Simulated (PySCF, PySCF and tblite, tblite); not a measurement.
# C7H5FS: a path driven as rotation about a bond, and NMR exchange

How fast is rotation about a bond in C7H5FS (`Fc1ccc(C=S)cc1`), and when do the exchanging lines merge?

Programs: PySCF 2.14.0 with density-fitted response routines of our own, and tblite 0.8.0. All values are computed, except where a source is named. Atoms count from 0 throughout.

## Step 1: The starting structure

14 atoms, charge 0, multiplicity 1; geometry from: force field or distance geometry start.

Bonds of the start (Å): C1–C2 1.39, C1–C8 1.40, C2–C3 1.39, C2–H9 1.10, C3–C4 1.41, C3–H10 1.08, C4–C5 1.48, C4–C7 1.39, C5–H11 1.10, C5–S6 1.68, C7–C8 1.40, C7–H12 1.08, C8–H13 1.08, F0–C1 1.33.

## Step 2: GFN2-xTB relaxation, start minimum

The job: settings as JSON, then the geometry in Å.

```
{"job": {"xc": "GFN2-xTB", "basis": "xTB", "kind": "relax"}, "charge": 0, "multiplicity": 1}
F     -3.212000    -0.405700     0.140700
C     -1.898300    -0.231600     0.073000
C     -1.334800     0.996200     0.405800
C      0.039700     1.183500     0.333200
C      0.869700     0.109200    -0.032500
C      2.327300     0.372400    -0.084100
S      3.528400    -0.720900    -0.506000
C      0.307100    -1.125400    -0.355200
C     -1.080000    -1.304000    -0.295900
H     -2.000600     1.815200     0.700700
H      0.454100     2.146600     0.592900
H      2.622100     1.397500     0.199300
H      0.908800    -1.975200    -0.648900
H     -1.532100    -2.258200    -0.545000
```

Command:

```console
$ OMP_NUM_THREADS=1 python ens_run.py task.json out
```

One launch serves the whole session.

Log:

```text
step      E/eV     max force
  0    -693.13744    2.004
  1    -693.23136    0.692
  2    -693.25302    0.466
  3    -693.26741    0.293
  4    -693.27221    0.192
  5    -693.27602    0.184
  6    -693.27864    0.172
  7    -693.28187    0.140
  8    -693.28447    0.112
  9    -693.28591    0.072
 10    -693.28643    0.060
 11    -693.28677    0.065
 12    -693.28732    0.070
 13    -693.28811    0.096
 14    -693.28893    0.066
 15    -693.28952    0.062
 16    -693.28989    0.050
 17    -693.29014    0.041
 18    -693.29029    0.028
 19    -693.29036    0.020
 20    -693.29039    0.011
 21    -693.29041    0.009
 22    -693.29042    0.007
 23    -693.29042    0.004
 24    -693.29042    0.003
 25    -693.29042    0.003
 26    -693.29042    0.002
```

Run time: 0.16 s. Hardware: 1 thread of Arm Neoverse V2, shared host.

The energy fell by 0.153 eV, and the atoms moved 0.05 Å (root mean square).

## Step 3: Relaxed scan, rotation

The job: settings as JSON, then the geometry in Å.

```
{"job": {"xc": "GFN2-xTB", "basis": "xTB", "coordinate": [["t", [3, 4, 5, 6], 0.25], ["t", [3, 4, 5, 11], 0.25], ["t", [7, 4, 5, 6], 0.25], ["t", [7, 4, 5, 11], 0.25]], "kind": "drive"}, "charge": 0, "multiplicity": 1}
F     -3.191591    -0.418299     0.133072
C     -1.861471    -0.237277     0.079452
C     -1.341118     1.006197     0.403388
C      0.024251     1.188416     0.346854
C      0.871030     0.137429    -0.031041
C      2.291611     0.351169    -0.084464
S      3.400012    -0.763153    -0.505996
C      0.310118    -1.106063    -0.351438
C     -1.052505    -1.298715    -0.297735
H     -2.006020     1.805002     0.691585
H      0.448799     2.149805     0.595419
H      2.637041     1.346739     0.181886
H      0.967352    -1.911702    -0.641752
H     -1.498188    -2.250021    -0.541394
```

Log:

```text
point  coordinate     E/eV
  0    -75.200     -693.27300
  1    -60.500     -693.22387
  2    -45.600     -693.14757
  3    -30.600     -693.06171
  4    -15.300     -692.99274
  5      0.100     -692.96663
  6     15.600     -692.99362
  7     30.800     -693.06311
  8     45.900     -693.14932
  9     60.700     -693.22519
 10     75.400     -693.27326
 11     90.100     -693.28926
```

Wall time 1.5 s (1 thread of Arm Neoverse V2, shared host).

The highest point is number 5, 7.1 kcal/mol above the first.

## Step 4: Nudged elastic band, leg 1

The job, as its differences from that of step 3:

```diff
@@ -1,2 +1,2 @@
-{"job": {"xc": "GFN2-xTB", "basis": "xTB", "coordinate": [["t", [3, 4, 5, 6], 0.25], ["t", [3, 4, 5, 11], 0.25], ["t", [7, 4, 5, 6], 0.25], ["t", [7, 4, 5, 11], 0.25]], "kind": "drive"}, "charge": 0, "multiplicity": 1}
+{"job": {"xc": "GFN2-xTB", "basis": "xTB", "kind": "neb"}, "charge": 0, "multiplicity": 1}
 F     -3.191591    -0.418299     0.133072
```

Log:

```text
image   E - E0 / eV
  0       0.0000
  1       0.0663
  2       0.2358
  3       0.3237
  4       0.2106
  5       0.0501
  6       0.0000
```

Wall time 0.86 s (1 thread of Arm Neoverse V2, shared host).

The highest point is number 3, 7.5 kcal/mol above the first.

## Step 5: Saddle search, leg 1

The job: settings as JSON, then the geometry in Å.

```
{"job": {"xc": "GFN2-xTB", "basis": "xTB", "kind": "saddle"}, "charge": 0, "multiplicity": 1}
F     -3.207628    -0.376608     0.074979
C     -1.869325    -0.219277     0.057697
C     -1.339339     1.049299     0.209620
C      0.034829     1.205805     0.190808
C      0.866952     0.102814     0.023036
C      2.326814     0.257281    -0.002247
S      3.181698     0.572172    -1.335738
C      0.307794    -1.161629    -0.140257
C     -1.064009    -1.329537    -0.121507
H     -1.996362     1.894500     0.341085
H      0.467732     2.188741     0.299459
H      2.844093     0.133523     0.947429
H      0.953732    -2.013588    -0.289289
H     -1.506981    -2.303496    -0.255073
```

Log:

```text
step      E/eV     max force
  0    -692.96672   0.0335
  1    -692.96701   0.0296
  2    -692.96703   0.0014
lowest wavenumbers (cm-1): -124.8 80.9 201.3 211.8 360.9 367.1
```

Run time: 1.6 s. Hardware: 1 thread of Arm Neoverse V2, shared host.

Point group Cs; 1 imaginary mode, 125i cm⁻¹, carried by S6, H11, C5. Steps downhill from it reached both ends.

## Step 6: Shieldings, start: PBE0/pcSseg-1

The job: settings as JSON, then the geometry in Å.

```
{"job": {"kind": "nmr", "xc": "PBE0", "basis": "pcSseg-1", "pop": false}, "charge": 0, "multiplicity": 1}
F     -3.191591    -0.418299     0.133072
C     -1.861471    -0.237277     0.079452
C     -1.341118     1.006197     0.403388
C      0.024251     1.188416     0.346854
C      0.871030     0.137429    -0.031041
C      2.291611     0.351169    -0.084464
S      3.400012    -0.763153    -0.505996
C      0.310118    -1.106063    -0.351438
C     -1.052505    -1.298715    -0.297735
H     -2.006020     1.805002     0.691585
H      0.448799     2.149805     0.595419
H      2.637041     1.346739     0.181886
H      0.967352    -1.911702    -0.641752
H     -1.498188    -2.250021    -0.541394
```

Log:

```text
coarse grid: 13416 points
cycle   1  E = -767.0328442463  dE =  1.643e+00  |g| = 5.076e-01  |ddm| = 3.947e+00
cycle   2  E = -766.9658895393  dE =  6.695e-02  |g| = 7.591e-01  |ddm| = 1.409e+00
cycle   3  E = -767.0894944195  dE = -1.236e-01  |g| = 1.243e-01  |ddm| = 9.585e-01
cycle   4  E = -767.0928521756  dE = -3.358e-03  |g| = 5.766e-02  |ddm| = 2.185e-01
cycle   5  E = -767.0936838914  dE = -8.317e-04  |g| = 2.294e-02  |ddm| = 1.099e-01
cycle   6  E = -767.0938191547  dE = -1.353e-04  |g| = 4.886e-03  |ddm| = 2.699e-02
cycle   7  E = -767.0938252576  dE = -6.103e-06  |g| = 1.963e-03  |ddm| = 7.427e-03
final grid: 128672 points
cycle   8  E = -767.1553192888  dE = -2.462e-05  |g| = 9.731e-03  |ddm| = 5.291e-02
cycle   9  E = -767.1552601281  dE =  5.916e-05  |g| = 1.713e-02  |ddm| = 3.353e-02
cycle  10  E = -767.1553443661  dE = -8.424e-05  |g| = 2.120e-03  |ddm| = 2.529e-02
cycle  11  E = -767.1553455522  dE = -1.186e-06  |g| = 5.653e-04  |ddm| = 3.196e-03
cycle  12  E = -767.1553456295  dE = -7.723e-08  |g| = 1.771e-04  |ddm| = 6.903e-04
cycle  13  E = -767.1553456366  dE = -7.116e-09  |g| = 5.209e-05  |ddm| = 2.220e-04
cycle  14  E = -767.1553456373  dE = -6.808e-10  |g| = 1.744e-05  |ddm| = 8.378e-05
converged SCF energy = -767.1553456373

GIAO shielding tensors (ppm)
atom      isotropic    diamagn.    paramagn.     s11        s22        s33       span
  0 F      271.897     476.914    -205.017    189.101    266.855    359.734    170.633
  1 C        8.948     253.605    -244.657    -84.424     29.184     82.084    166.508
  2 C       65.636     255.905    -190.268    -19.922     49.859    166.971    186.893
  3 C       44.068     253.040    -208.973    -41.120     11.342    161.980    203.099
  4 C       45.381     259.434    -214.053    -35.789     -0.578    172.511    208.300
  5 C      -56.619     249.056    -305.675   -213.992    -86.363    130.496    344.488
  6 S     -500.720    1055.435   -1556.155  -1982.817   -321.558    802.215   2785.032
  7 C       50.046     251.359    -201.313    -63.586     31.916    181.808    245.394
  8 C       64.196     255.783    -191.587    -21.974     47.271    167.291    189.265
  9 H       24.270      29.670      -5.399     20.882     24.608     27.321      6.438
 10 H       23.989      32.380      -8.391     20.930     24.078     26.960      6.030
 11 H       20.272      28.995      -8.723     15.787     18.564     26.464     10.676
 12 H       22.706      31.262      -8.555     17.108     23.759     27.252     10.143
 13 H       24.251      29.591      -5.339     20.547     24.660     27.548      7.001
```

Run time: 19 s. Hardware: 1 thread of Arm Neoverse V2, shared host; peak memory 0.78 GiB.

This run: HOMO -6.56 eV, LUMO -2.80 eV; dipole 2.22 D.

## Step 7: Shieldings, saddle of leg 1: PBE0/pcSseg-1

The job: settings as JSON, then the geometry in Å.

```
{"job": {"kind": "nmr", "xc": "PBE0", "basis": "pcSseg-1", "pop": false}, "charge": 0, "multiplicity": 1}
F     -3.206679    -0.372119     0.066338
C     -1.868327    -0.218491     0.050469
C     -1.335169     1.047289     0.213283
C      0.038706     1.198910     0.198428
C      0.868097     0.094728     0.024269
C      2.326013     0.263390    -0.002168
S      3.172342     0.551047    -1.347194
C      0.306343    -1.167844    -0.142450
C     -1.066241    -1.330868    -0.129068
H     -1.989625     1.893996     0.345818
H      0.474262     2.179369     0.317306
H      2.845909     0.185927     0.951005
H      0.949418    -2.022517    -0.287804
H     -1.515046    -2.302817    -0.258232
```

Log:

```text
coarse grid: 13416 points
cycle   1  E = -767.0223692757  dE =  1.638e+00  |g| = 5.043e-01  |ddm| = 3.885e+00
cycle   2  E = -766.9706458572  dE =  5.172e-02  |g| = 7.243e-01  |ddm| = 1.161e+00
cycle   3  E = -767.0731281523  dE = -1.025e-01  |g| = 1.361e-01  |ddm| = 7.310e-01
cycle   4  E = -767.0770528716  dE = -3.925e-03  |g| = 6.657e-02  |ddm| = 2.020e-01
cycle   5  E = -767.0781781046  dE = -1.125e-03  |g| = 2.104e-02  |ddm| = 8.649e-02
cycle   6  E = -767.0782901346  dE = -1.120e-04  |g| = 4.026e-03  |ddm| = 2.272e-02
cycle   7  E = -767.0782939090  dE = -3.774e-06  |g| = 1.629e-03  |ddm| = 5.566e-03
final grid: 128672 points
cycle   8  E = -767.1396320388  dE = -2.467e-05  |g| = 9.985e-03  |ddm| = 4.470e-02
cycle   9  E = -767.1395702591  dE =  6.178e-05  |g| = 1.803e-02  |ddm| = 2.902e-02
cycle  10  E = -767.1396564936  dE = -8.623e-05  |g| = 2.930e-03  |ddm| = 2.093e-02
cycle  11  E = -767.1396587990  dE = -2.305e-06  |g| = 5.620e-04  |ddm| = 3.342e-03
cycle  12  E = -767.1396588630  dE = -6.394e-08  |g| = 1.749e-04  |ddm| = 6.219e-04
cycle  13  E = -767.1396588693  dE = -6.365e-09  |g| = 4.177e-05  |ddm| = 1.908e-04
cycle  14  E = -767.1396588697  dE = -3.643e-10  |g| = 1.961e-05  |ddm| = 6.338e-05
converged SCF energy = -767.1396588697

GIAO shielding tensors (ppm)
atom      isotropic    diamagn.    paramagn.     s11        s22        s33       span
  0 F      287.662     476.901    -189.239    205.641    299.134    358.212    152.571
  1 C       14.791     253.433    -238.642    -71.924     30.207     86.089    158.012
  2 C       65.973     256.219    -190.247    -20.315     48.007    170.226    190.542
  3 C       56.099     251.083    -194.984    -42.797     37.276    173.820    216.617
  4 C       33.937     263.366    -229.429    -50.836     16.022    136.625    187.461
  5 C      -90.229     253.054    -343.283   -255.082   -159.310    143.706    398.788
  6 S     -781.174    1055.036   -1836.210  -2541.468   -511.880    709.825   3251.293
  7 C       56.083     251.084    -195.001    -42.824     37.292    173.781    216.605
  8 C       65.966     256.221    -190.255    -20.332     48.009    170.221    190.553
  9 H       24.325      29.719      -5.394     21.039     24.905     27.030      5.990
 10 H       24.458      31.798      -7.340     21.457     24.224     27.694      6.237
 11 H       18.656      27.431      -8.776     14.066     20.110     21.791      7.724
 12 H       24.459      31.799      -7.340     21.459     24.221     27.696      6.237
 13 H       24.324      29.719      -5.394     21.040     24.903     27.030      5.990
```

Run time: 24 s. Hardware: 1 thread of Arm Neoverse V2, shared host; peak memory 0.86 GiB.

This run: HOMO -6.72 eV, LUMO -2.59 eV; dipole 1.42 D.

Orbitals, density, ELF and potential are computed afterwards from the orbital file.

Frontier orbitals at PBE0/pcSseg-1, with the share of their density that lies nearest to each atom:

```csv
orbital,energy (eV),lies on
HOMO,-6.72,S6 82 %
LUMO,-2.59,S6 45 %; C5 39 %; H11 8 %
```

ELF in a plane through or near 12 of the atoms.

Ten even steps from '0' (0.00) to '9' (1.00):
```
0000000000000000000000000000
0000000000000000000000000000
0000000000000000000000000000
0000000000267200056300000000
0000000000999810699950000000
0000000000899931799960000000
0000112310289667489600000000
0012333551044658715102310000
0035544664358457377237630000
0157645615821610444676851000
0157645625822610442575851000
0035544664358457377237630000
0012333551034448525102310000
0000112310289557489700000000
0000000000899931899960000000
0000000000999810699950000000
0000000000267200157300000000
0000000000000000000000000000
0000000000000000000000000000
0000000000000000000000000000
```
The map spans 11.7 Å across and 9.5 Å up, centred on the molecule. Atoms in the plane (x, y in Å): F0 (3.2, 0.0), C1 (1.9, 0.0), C2 (1.2, 1.2), C3 (-0.2, 1.2), C4 (-0.9, 0.0), C5 (-2.3, 0.0), C7 (-0.2, -1.2), C8 (1.2, -1.2), H9 (1.8, 2.1), H10 (-0.7, 2.1), H12 (-0.7, -2.1), H13 (1.8, -2.1).

log10 of the density (e/Å³) in the same plane.

Values, 10 rows by 14 columns:
```
-4.0 -4.0 -4.0 -4.0 -4.0 -4.0 -4.0 -4.0 -4.0 -4.0 -4.0 -4.0 -4.0 -4.0
-4.0 -4.0 -4.0 -4.0 -4.0 -3.1 -2.7 -3.0 -2.9 -2.7 -3.4 -4.0 -4.0 -4.0
-4.0 -4.0 -3.7 -3.2 -2.8 -1.5 -0.7 -1.3 -1.0 -0.7 -1.9 -3.4 -4.0 -4.0
-4.0 -2.9 -2.1 -1.7 -1.6 -1.0  0.2  0.0  0.2  0.0 -1.5 -2.2 -3.6 -4.0
-3.3 -2.0 -1.2 -0.7 -0.3 -0.5  0.2  0.1  0.3  0.0 -0.4 -0.5 -2.0 -4.0
-3.0 -1.8 -0.9 -0.2  0.7  0.2  0.5 -0.5 -0.2  1.1  0.6  0.5 -1.5 -4.0
-3.4 -2.4 -1.6 -1.2 -1.0 -1.0  0.2  0.4  1.9 -0.1 -1.1 -1.3 -2.7 -4.0
-4.0 -3.7 -2.9 -2.4 -2.3 -1.1  0.1 -0.7 -0.4  0.0 -1.6 -3.2 -4.0 -4.0
-4.0 -4.0 -4.0 -4.0 -3.4 -2.3 -1.8 -2.2 -2.0 -1.8 -2.7 -3.9 -4.0 -4.0
-4.0 -4.0 -4.0 -4.0 -4.0 -4.0 -3.8 -4.0 -3.9 -3.8 -4.0 -4.0 -4.0 -4.0
```
The map spans 11.7 Å across and 9.5 Å up, centred on the molecule. Atoms in the plane (x, y in Å): F0 (3.2, 0.0), C1 (1.9, 0.0), C2 (1.2, 1.2), C3 (-0.2, 1.2), C4 (-0.9, 0.0), C5 (-2.3, 0.0), C7 (-0.2, -1.2), C8 (1.2, -1.2), H9 (1.8, 2.1), H10 (-0.7, 2.1), H12 (-0.7, -2.1), H13 (1.8, -2.1).

On the surface of density 0.002 e/bohr³ the electrostatic potential runs, from the 1st to the 99th percentile, from -0.98 V near S6 to 1.16 V near H11.

(Part 1 of 2 ends here.)
